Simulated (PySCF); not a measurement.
**SiTe: from the state search to spectroscopic constants**

The task here is to estimate one member of a computed series from the others.

The runs use PySCF 2.14.0; Si x2c-SVPall, Te x2c-SVPall, spin-free X2C with a Gaussian nucleus.

Set-up of the first run:

A driver script around PySCF takes these settings:

| Property | Result |
| --- | --- |
| atoms | Si, Te |
| charge | 0 |
| basis | Si x2c-SVPall, Te x2c-SVPall |
| Hamiltonian | spin-free X2C with a Gaussian nucleus |
| basis functions | 54 |
| electrons treated | 66 |
| masses in u | 27.9769, 129.9062 |
| levels | PBE0, PBE, r²SCAN, B3LYP, BHandHLYP, PBEsol, ωB97X, HF, MP2, SCS-MP2, CCSD, CCSD(T) |
| grid | 80 radial by 434 angular points |
| occupations | held fixed by the projection of orbital angular momentum |
| dissociation limit | Si + Te, each in its ground configuration |
| starting distance in angstrom | 2.435 |
| values of 2S to try | 0, 2, 4 |

On the command line:

```sh
> OMP_NUM_THREADS=1 python dia.py task.json out
```

Among the steps run: Set-up; PBE0 along the bond; Other states along the same grid; PBE (GGA); r²SCAN (meta-GGA); B3LYP; BHandHLYP (global hybrid GGA); PBEsol; ωB97X; RHF (mean field); Correlated methods on the Hartree–Fock reference.

One of the session's tables, all rows but one given; the rest of the session is left out.

```
      level  Re (Å)  ωe (cm⁻¹)  De (eV)
        RHF   2.250        539     2.38
    RHF-MP2   2.290        492     4.40
RHF-SCS-MP2   2.288        494     4.23
   RHF-CCSD   2.281        504     4.00
RHF-CCSD(T)   2.298        479     4.28
        PBE       ?          ?        ?
     PBEsol   2.288        481     5.30
     r²SCAN   2.283        491     4.67
      B3LYP   2.287        486     4.63
       PBE0   2.271        504     4.65
  BHandHLYP   2.260        517     4.22
      ωB97X   2.245        535     4.61
```

Q: Estimate the row for PBE from the others.

As computed: Re (Å): 2.299; ωe (cm⁻¹): 474; De (eV): 4.99. In the column «Re (Å)» it is the highest.

De is counted to Si + Te in their ground configurations.
